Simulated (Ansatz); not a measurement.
# C2H6AlF3S: the cost of one run

The runs use Ansatz 0.2.0, Gaussian basis; the settings change from run to run.

## 1. The relaxed structure

The structure was relaxed beforehand with PBE0-D4 in a triple-zeta def2 set.

SMILES `C[S+](C)[Al-]([F])([F])[F]`, 13 atoms, charge 0, spin multiplicity 1.

Atoms are counted from 1 here; the program's logs count them from 0.

Bond lengths: C1–S2 1.799 Å, C1–H8 1.090 Å, C1–H9 1.089 Å, C1–H10 1.089 Å, S2–C3 1.799 Å, S2–Al4 2.386 Å, C3–H11 1.090 Å, C3–H12 1.089 Å, C3–H13 1.089 Å, Al4–F5 1.653 Å, Al4–F6 1.653 Å, Al4–F7 1.663 Å. Angles: S2–C1–H8 106.7°, S2–C1–H9 110.0°, S2–C1–H10 109.3°, H8–C1–H9 109.7°, H8–C1–H10 109.7°, H9–C1–H10 111.2°, C1–S2–C3 101.5°, C1–S2–Al4 98.8°, C3–S2–Al4 98.6°, S2–C3–H11 106.7°, S2–C3–H12 110.0°, S2–C3–H13 109.3°, H11–C3–H12 109.7°, H11–C3–H13 109.7°, H12–C3–H13 111.2°, S2–Al4–F5 101.3°, S2–Al4–F6 101.5°, S2–Al4–F7 98.6° and more.

## 2. PBE0-DH/aug-pcseg-2

Options: charge +1, multiplicity 2, atoms shaken by 0.15 Å, relativity set to scalar.

Contents of in.yaml:

```yaml
crystal:
  periodic: [false, false, false]
  atoms:
    - {symbol: C, position_ang: [-0.544928, -1.685970, -0.346913]}
    - {symbol: S, position_ang: [0.198951, -0.288115, -0.682435]}
    - {symbol: C, position_ang: [1.837309, -0.072569, 0.372847]}
    - {symbol: Al, position_ang: [-1.384297, 1.616153, -0.124935]}
    - {symbol: F, position_ang: [-0.353109, 2.892849, -0.710395]}
    - {symbol: F, position_ang: [-2.241586, 1.372156, -1.022956]}
    - {symbol: F, position_ang: [-1.137390, 1.571009, 1.489051]}
    - {symbol: H, position_ang: [-1.589467, -1.826750, -0.623424]}
    - {symbol: H, position_ang: [-0.765364, -1.286454, 0.936695]}
    - {symbol: H, position_ang: [-0.015644, -2.522986, -0.235449]}
    - {symbol: H, position_ang: [2.070165, 0.669399, -0.390712]}
    - {symbol: H, position_ang: [1.321704, 0.340508, 1.110667]}
    - {symbol: H, position_ang: [2.301976, -0.598088, 0.151128]}
basis:
  gaussian: {orbitals: aug-pcseg-2}
total_charge: 1
magnetization: {spin_polarized: true, initial_magnetization: 1}
hamiltonian: {xc: {name: PBE0-DH}, pseudopotentials: {relativity: scalar}}
```

Run with:

```console
> ansatz run in.yaml --threads 4 --pin off --events-out ev --progress --plain --max-ram 11315MiB
```

Q: Estimate wall time and peak memory on 4 threads of Intel Xeon 6975P-C, shared host.

About 44 s, with a peak of 4.4 GiB.
